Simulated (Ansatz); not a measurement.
# In3AgO4: the cost of one run

Program: Ansatz 0.2.0. Level of theory: DFT PBE, scalar-relativistic, plane waves, PAW. These are calculated values, not measurements.

3 further runs of the same task are left out: 3 set aside as unsound or not needed. Runs told in other sessions of the task aren't counted.

**1. The system as given**

It takes space group P-43m (No. 215, cubic). Conventional cell: a = 5.201 Å, b = 5.201 Å, c = 5.201 Å, α = 90.00°, β = 90.00°, γ = 90.00°. In (site symmetry -42m) is surrounded by 4 O at 2.21 Å. Ag (site symmetry -43m) has 4 O at 2.12 Å in its first shell of neighbours. O (site symmetry 3m) has 1 Ag at 2.12 Å and 3 In at 2.21 Å in its first shell of neighbours.

Structure file:

```
CELL_PARAMETERS angstrom
5.20077 0.00000 0.00000
0.00000 5.20077 0.00000
0.00000 0.00000 5.20077
ATOMIC_POSITIONS crystal
In 0.50000 0.00000 0.00000
In 0.00000 0.50000 0.00000
In 0.00000 0.00000 0.50000
Ag 0.00000 0.00000 0.00000
O 0.23500 0.23500 0.23500
O 0.23500 0.76500 0.76500
O 0.76500 0.76500 0.23500
O 0.76500 0.23500 0.76500
```

This is candidate A: VCu3S4 type (P-43m, No. 215).

(A quick probe on a coarse mesh, which set the mesh and smearing, is not shown.)

**3. Coarse relaxation (candidate A)**

File input.yaml:

```yaml
crystal:
  lattice:
    - [5.2007734106, 0.0, 0.0]
    - [0.0, 5.2007734106, 0.0]
    - [0.0, 0.0, 5.2007734106]
  atoms:
    - { symbol: In, position: [0.5, 0.0, 0.0] }
    - { symbol: In, position: [0.0, 0.5, 0.0] }
    - { symbol: In, position: [0.0, 0.0, 0.5] }
    - { symbol: Ag, position: [0.0, 0.0, 0.0] }
    - { symbol: O, position: [0.235, 0.235, 0.235] }
    - { symbol: O, position: [0.235, 0.765, 0.765] }
    - { symbol: O, position: [0.765, 0.765, 0.235] }
    - { symbol: O, position: [0.765, 0.235, 0.765] }
basis:
  ecutwfc: 420
kpoints:
  mp_grid: { grid: [4, 4, 4] }
hamiltonian:
  xc: pbe
scf:
  occupations: { method: gaussian, width: 0.1 }
  lower_state_search: "off"
output:
  forces: true
  stress: true
  eigenvalues: true
relax:
  adjacent_minimum: "off"
  f_tol: 0.04
  max_steps: 70
  cell: { stress_tol: 0.4 }
```

Command:

```sh
> ansatz run input.yaml --threads 1 --pin off --max-ram 2560MiB --backend cpu --events-out ev --progress --plain --runs-dir out
```

Q: Estimate wall time and peak memory on 1 thread of Arm Neoverse V1, shared host.

About 51 s, with a peak of 0.4 GiB.
